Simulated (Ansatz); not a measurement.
# CH6Cl2SSi2: a ladder of functionals and wavefunction methods

The task here is to estimate one member of a computed series from the others.

Method: functionals in def2-TZVPP, the program's frozen cores in correlated methods; program: Ansatz 0.2.0, Gaussian basis.

Levels to be run: PBE-D4, r2SCAN-D4, PBE0-D4, B3LYP-D4, ωB97X-V, ωB97M-V, B2PLYP; CCSD(T)/def2-TZVPP; MP2/def2-QZVPP; extrapolation to the limit.

**Structure used throughout**

The geometry comes from an earlier relaxation with PBE0-D4 in a triple-zeta def2 set; it is a stationary point, not always the lowest conformer.

SMILES `C[SiH](Cl)S[SiH2]Cl`, 12 atoms, charge 0, spin multiplicity 1.

Atoms are counted from 1 here; the program's logs count them from 0.

Bond lengths: C1–Si2 1.854 Å, C1–H7 1.092 Å, C1–H8 1.092 Å, C1–H9 1.093 Å, Si2–Cl3 2.054 Å, Si2–S4 2.142 Å, Si2–H10 1.480 Å, S4–Si5 2.119 Å, Si5–Cl6 2.052 Å, Si5–H11 1.478 Å, Si5–H12 1.479 Å. Angles: Si2–C1–H7 110.8°, Si2–C1–H8 111.5°, Si2–C1–H9 108.7°, H7–C1–H8 109.1°, H7–C1–H9 108.7°, H8–C1–H9 108.0°, C1–Si2–Cl3 108.8°, C1–Si2–S4 114.0°, C1–Si2–H10 112.6°, Cl3–Si2–S4 110.3°, Cl3–Si2–H10 106.9°, S4–Si2–H10 104.0°, Si2–S4–Si5 102.1°, S4–Si5–Cl6 112.8°, S4–Si5–H11 105.7°, S4–Si5–H12 111.7°, Cl6–Si5–H11 108.8°, Cl6–Si5–H12 106.5° and more.

The first run:

File in.yaml:

```yaml
crystal:
  periodic: [false, false, false]
  atoms:
    - {symbol: C, position_ang: [0.838877, 1.079026, -0.838426]}
    - {symbol: Si, position_ang: [0.004576, 1.204583, 0.812064]}
    - {symbol: Cl, position_ang: [1.405642, 0.910121, 2.285348]}
    - {symbol: S, position_ang: [-1.633381, -0.151893, 1.064579]}
    - {symbol: Si, position_ang: [-0.998992, -1.830158, -0.063708]}
    - {symbol: Cl, position_ang: [0.789518, -2.597157, 0.587873]}
    - {symbol: H, position_ang: [0.117346, 1.210537, -1.647761]}
    - {symbol: H, position_ang: [1.340149, 0.117107, -0.960495]}
    - {symbol: H, position_ang: [1.594464, 1.865377, -0.910488]}
    - {symbol: H, position_ang: [-0.593580, 2.537329, 1.046684]}
    - {symbol: H, position_ang: [-2.049692, -2.854076, 0.115843]}
    - {symbol: H, position_ang: [-0.814916, -1.490787, -1.491522]}
basis:
  gaussian: {orbitals: def2-TZVPP}
hamiltonian: {xc: pbe, dispersion: d4}
output: {forces: true, orbitals: {seedname: orbitals}}
```

Command:

```
> ansatz run in.yaml --threads 2 --pin off --events-out ev --progress --plain --max-ram 22528MiB --backend cuda --devices 0, --max-vram 18GiB
```

Among the steps run: PBE-D4 (GGA); r2SCAN-D4 (meta-GGA); PBE0-D4 (hybrid); B3LYP-D4 (hybrid); ωB97X-V (range-separated); ωB97M-V (range-separated); B2PLYP (double hybrid); CCSD(T) in def2-TZVPP; MP2 in def2-QZVPP.

One of the session's tables, all rows but one given; the rest of the session is left out.

It belongs to the step «Atomisation energies». 

```
            method  atomisation energy (eV)
            PBE-D4                   42.380
         r2SCAN-D4                   42.389
           PBE0-D4                   42.127
          B3LYP-D4                        ?
           ωB97X-V                   42.475
           ωB97M-V                   42.418
            B2PLYP                   41.322
     HF/def2-TZVPP                   31.737
    MP2/def2-TZVPP                   41.607
   CCSD/def2-TZVPP                   40.309
CCSD(T)/def2-TZVPP                   40.934
           MP2/CBS                   42.902
       CCSD(T)/CBS                   42.229
```

**Question.** Estimate the row for B3LYP-D4.

The run gave: atomisation energy (eV): 41.844. In the column «atomisation energy (eV)» it lies between MP2/def2-TZVPP (41.607) and PBE0-D4 (42.127).

Limits of these values: Free atoms (1 C, 2 Si, 2 Cl, 1 S, 6 H) were run apart at each level; the atomisation energy is their sum less the molecule, without zero-point or spin-orbit terms.
